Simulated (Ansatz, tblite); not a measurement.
**(ClBS)3 ring (B3S3Cl3): one state, many levels**

The task here is to estimate one member of a computed series from the others.

Computed with Ansatz 0.2.0, Gaussian basis. Level: as each input shows.

The runs, in order: GFN1-xTB, GFN2-xTB, PBE-D4/def2-TZVP, r2SCAN-D4/def2-TZVP, LC-ωPBE/def2-TZVP, r2SCAN0-D4/def2-TZVP, BLYP-D4/def2-TZVP, PBE-D4/def2-SVP, PBE0-D4/def2-SVP, PBE0-D4/def2-TZVPD, PBE-D4/def2-TZVPD, LC-ωPBE/def2-TZVPD, CCSD(T)/def2-SVP, MP2/def2-TZVP, RPA/def2-TZVP.

2 further runs of the same task are left out: 2 set aside as unsound or not needed.

## The geometry

The geometry is that of the singlet, from an earlier relaxation (PBE-D4/def2-SVP).

9 atoms, charge 0, spin multiplicity 1.

Bond lengths: B1–Cl2 1.765 Å, B1–S3 1.815 Å, B1–S9 1.815 Å, S3–B4 1.815 Å, B4–Cl5 1.765 Å, B4–S6 1.815 Å, S6–B7 1.815 Å, B7–Cl8 1.765 Å, B7–S9 1.815 Å. Angles: Cl2–B1–S3 114.6°, Cl2–B1–S9 114.6°, S3–B1–S9 130.7°, B1–S3–B4 109.3°, S3–B4–Cl5 114.6°, S3–B4–S6 130.7°, Cl5–B4–S6 114.7°, B4–S6–B7 109.3°, S6–B7–Cl8 114.7°, S6–B7–S9 130.7°, Cl8–B7–S9 114.6°, B1–S9–B7 109.3°.

PBE0-D4/def2-TZVP was run before; its log isn't repeated, and its numbers join the tables.

Set-up of the first run:

Tight binding, by tblite at 300 K electronic temperature and without a spin-polarisation term:

```python
tblite.interface.Calculator('GFN1-xTB', numbers, positions, charge=0, uhf=0).singlepoint()
```

Tight binding, by tblite at 300 K electronic temperature and without a spin-polarisation term:

```python
tblite.interface.Calculator('GFN2-xTB', numbers, positions, charge=0, uhf=0).singlepoint()
```

start.molden holds the orbitals of an earlier run on this state, given as this run's starting guess.

Input file in.yaml:

```yaml
crystal:
  periodic: [false, false, false]
  atoms:
    - {symbol: B, position_ang: [-1.600224, 0.418981, -0.432099]}
    - {symbol: Cl, position_ang: [-3.252569, 0.851757, -0.878470]}
    - {symbol: S, position_ang: [-1.008049, -1.142538, -1.143684]}
    - {symbol: B, position_ang: [0.695610, -1.444310, -0.594174]}
    - {symbol: Cl, position_ang: [1.413759, -2.935776, -1.207774]}
    - {symbol: S, position_ang: [1.783340, -0.466858, 0.481433]}
    - {symbol: B, position_ang: [0.904623, 1.025254, 1.026370]}
    - {symbol: Cl, position_ang: [1.838646, 2.084078, 2.086188]}
    - {symbol: S, position_ang: [-0.775147, 1.609411, 0.662210]}
basis:
  gaussian: {orbitals: def2-TZVP, initial_orbitals: start.molden}
hamiltonian: {xc: pbe, dispersion: d4}
scf: {omitted_lower_state_checks: [starts]}
output: {orbitals: {seedname: orbitals}}
```

The run is started by

```console
$ ansatz run in.yaml --threads 2 --pin off --events-out ev --progress --plain --max-ram 32768MiB --backend cuda --devices 0, --max-vram 18GiB
```

Steps of the session up to this table: PBE-D4/def2-TZVP; r2SCAN-D4/def2-TZVP; LC-ωPBE/def2-TZVP; r2SCAN0-D4/def2-TZVP; BLYP-D4/def2-TZVP; PBE-D4/def2-SVP; PBE0-D4/def2-SVP; PBE0-D4/def2-TZVPD; PBE-D4/def2-TZVPD; LC-ωPBE/def2-TZVPD; CCSD(T)/def2-SVP; MP2/def2-TZVP; RPA/def2-TZVP.

One table of the session follows, with a row left open; its other results are not shown here.

It belongs to the step «Binding energy». 

```
              method  binding an atom (eV)
         HF/def2-SVP                 3.093
        HF/def2-TZVP                 3.022
     PBE-D4/def2-SVP                 4.452
    PBE-D4/def2-TZVP                 4.375
   PBE-D4/def2-TZVPD                 4.367
   BLYP-D4/def2-TZVP                 4.127
 r2SCAN-D4/def2-TZVP                 4.274
    PBE0-D4/def2-SVP                 4.339
   PBE0-D4/def2-TZVP                 4.273
  PBE0-D4/def2-TZVPD                     ?
r2SCAN0-D4/def2-TZVP                 4.174
   LC-ωPBE/def2-TZVP                 4.122
  LC-ωPBE/def2-TZVPD                 4.117
       RPA/def2-TZVP                 3.674
        MP2/def2-SVP                 4.109
       MP2/def2-TZVP                 4.226
       CCSD/def2-SVP                 3.808
    CCSD(T)/def2-SVP                 3.903
```

Q: Estimate the row for PBE0-D4/def2-TZVPD from the others.

The run gave: binding an atom (eV): 4.269. In the column «binding an atom (eV)» it lies between MP2/def2-TZVP (4.226) and PBE0-D4/def2-TZVP (4.273).

To keep in mind: Free atoms were run apart at each level; binding is atoms less cluster, divided by the number of atoms, without zero-point or spin-orbit terms.
